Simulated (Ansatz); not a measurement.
**CH6B2O (SMILES BB(C)O) at r2SCAN/def2-SVP**

Aim: the vertical ionisation energy of CH6B2O at r2SCAN/def2-SVP, from 2 runs. 

The results are computed with Ansatz 0.2.0.

69 further runs of the same task are left out: 69 set aside as unsound or not needed.

## (1) The structure to begin with

CH6B2O has 10 atoms, charge 0, and is taken as a singlet. As SMILES, `BB(C)O`. The shape is that of a PBE0-D4/def2-TZVP optimisation. This is one conformer, not always the lowest.

Bond lengths: B1–B2 1.681 Å, B2–C3 1.575 Å, B2–O4 1.367 Å, B1–H5 1.201 Å, B1–H6 1.200 Å, C3–H7 1.093 Å, C3–H8 1.094 Å, C3–H9 1.097 Å, O4–H10 0.959 Å. Some angles: B1–B2–C3 118.7°, B1–B2–O4 125.5°, C3–B2–O4 115.8°, B2–B1–H5 121.9°, B2–B1–H6 122.5°, B2–C3–H7 113.8°, B2–C3–H8 111.5°, B2–C3–H9 108.5°, B2–O4–H10 114.4°, H5–B1–H6 115.4°.

## (2) The energy at r2SCAN/def2-SVP

input.yaml reads:

```yaml
crystal:
  periodic: [false, false, false]
  atoms:
    - {symbol: B, position_ang: [-1.157400, 0.826800, -0.622100]}
    - {symbol: B, position_ang: [0.289400, 0.045900, -0.271000]}
    - {symbol: C, position_ang: [0.377300, -0.834700, 1.032200]}
    - {symbol: O, position_ang: [1.432600, 0.117800, -1.017900]}
    - {symbol: H, position_ang: [-2.010400, 0.312100, -1.292200]}
    - {symbol: H, position_ang: [-1.440400, 1.898900, -0.162200]}
    - {symbol: H, position_ang: [-0.546500, -1.371000, 1.265900]}
    - {symbol: H, position_ang: [1.200400, -1.552500, 0.975700]}
    - {symbol: H, position_ang: [0.572700, -0.174500, 1.886700]}
    - {symbol: H, position_ang: [1.365300, 0.679800, -1.792300]}
basis:
  gaussian:
    orbitals: def2-SVP
hamiltonian:
  xc: {name: r2SCAN}
accuracy: high
output: {orbitals: {seedname: orbitals}}
```

The run is started by

```bash
ansatz run input.yaml --threads 1 --pin off --max-ram 3480MiB --events-out events.jsonl --progress --plain --runs-dir runs
```

Standard output:

```text
Warning: RAYON_NUM_THREADS=1 ignored (pool sized by the plan → 1); use --threads N
Functional definition: r2SCAN
  name "r2SCAN"
  parameter k0 = 0.174
  parameter k1 = 0.065
  parameter a1 = 4.9479
  exchange = r2scan_x(k0 = k0, k1 = k1, a1 = a1)
  correlation = r2scan_c
2073 factors; integrals over basis functions are off by at most 3.2e-9 eV
mean field evaluation 1: about -4520.5363 eV, gradient 6.0e1 eV
mean field evaluation 2: about -4510.9235 eV, gradient 8.9e1 eV
mean field evaluation 4: about -4528.4770 eV, gradient 4.8e0 eV
mean field evaluation 8: about -4528.5359 eV, gradient 3.3e-2 eV
mean field evaluation 16: about -4528.5359 eV, gradient 2.9e-6 eV
mean field -4528.53587104 eV, -166.4206237090 hartree, gradient 4.2e-8 eV, S^2 0.000000; 0 other end points of the search recorded, 0 dependent functions left out
reference -4528.53587184 eV, -166.4206237381 hartree; 15, 15 occupied and 71, 71 virtual orbitals, 2073 factors
Total energy: -4528.53587184 eV, -166.4206237381 hartree
```

Run time: 10 s. Hardware: 1 thread of Arm Neoverse V2, shared host; peak memory 0.28 GiB.

## (3) The doublet cation, same level

in.yaml reads:

```yaml
crystal:
  periodic: [false, false, false]
  atoms:
    - {symbol: B, position_ang: [-1.157400, 0.826800, -0.622100]}
    - {symbol: B, position_ang: [0.289400, 0.045900, -0.271000]}
    - {symbol: C, position_ang: [0.377300, -0.834700, 1.032200]}
    - {symbol: O, position_ang: [1.432600, 0.117800, -1.017900]}
    - {symbol: H, position_ang: [-2.010400, 0.312100, -1.292200]}
    - {symbol: H, position_ang: [-1.440400, 1.898900, -0.162200]}
    - {symbol: H, position_ang: [-0.546500, -1.371000, 1.265900]}
    - {symbol: H, position_ang: [1.200400, -1.552500, 0.975700]}
    - {symbol: H, position_ang: [0.572700, -0.174500, 1.886700]}
    - {symbol: H, position_ang: [1.365300, 0.679800, -1.792300]}
basis:
  gaussian:
    orbitals: def2-SVP
accuracy: high
hamiltonian:
  xc: r2scan
magnetization:
  spin_polarized: true
  initial_magnetization: 1
output: {orbitals: {seedname: orbitals}}
total_charge: 1
```

The run is started by

```bash
ansatz run in.yaml --threads 1 --pin off --max-ram 3480MiB --events-out events.jsonl --progress --plain --runs-dir runs
```

Standard output:

```text
Warning: RAYON_NUM_THREADS=1 ignored (pool sized by the plan → 1); use --threads N
[... 7 set-up lines as earlier in the session ...]
2072 factors; integrals over basis functions are off by at most 3.3e-9 eV
mean field evaluation 1: about -4499.2741 eV, gradient 6.3e1 eV
mean field evaluation 2: about -4359.9170 eV, gradient 1.4e2 eV
mean field evaluation 4: about -4517.5762 eV, gradient 1.5e1 eV
mean field evaluation 8: about -4518.8440 eV, gradient 2.5e-1 eV
mean field evaluation 16: about -4518.8466 eV, gradient 3.4e-4 eV
mean field -4518.84656805 eV, -166.0645483917 hartree, gradient 7.8e-8 eV, S^2 0.754594; 1 other end points of the search recorded, 0 dependent functions left out
reference -4518.84657025 eV, -166.0645484725 hartree; 15, 14 occupied and 71, 72 virtual orbitals, 2072 factors
Total energy: -4518.84657025 eV, -166.0645484725 hartree
```

Wall time 19 s (1 thread of Arm Neoverse V2, shared host); peak memory 0.41 GiB.

## (4) Results

Level: r2SCAN/def2-SVP.

| quantity | value |
| --- | --- |
| singlet CH6B2O: total energy | -166.42062 Eh |
| singlet CH6B2O: HOMO energy | -6.45 eV |
| singlet CH6B2O: LUMO energy | -2.38 eV |
| singlet CH6B2O: HOMO–LUMO gap | 4.07 eV |
| doublet cation: total energy | -166.06455 Eh |
| doublet cation: HOMO energy (highest over α and β) | -14.42 eV |
| doublet cation: LUMO energy (lowest over α and β) | -12.86 eV |
| doublet cation: ⟨S²⟩ | 0.755 |
| vertical ionisation energy (to the doublet cation) | 9.689 eV |

In words: Removing an electron at fixed nuclei costs 9.69 eV (223 kcal/mol). The negative HOMO energy of the first species, 6.45 eV, lies 3.24 eV below that difference.
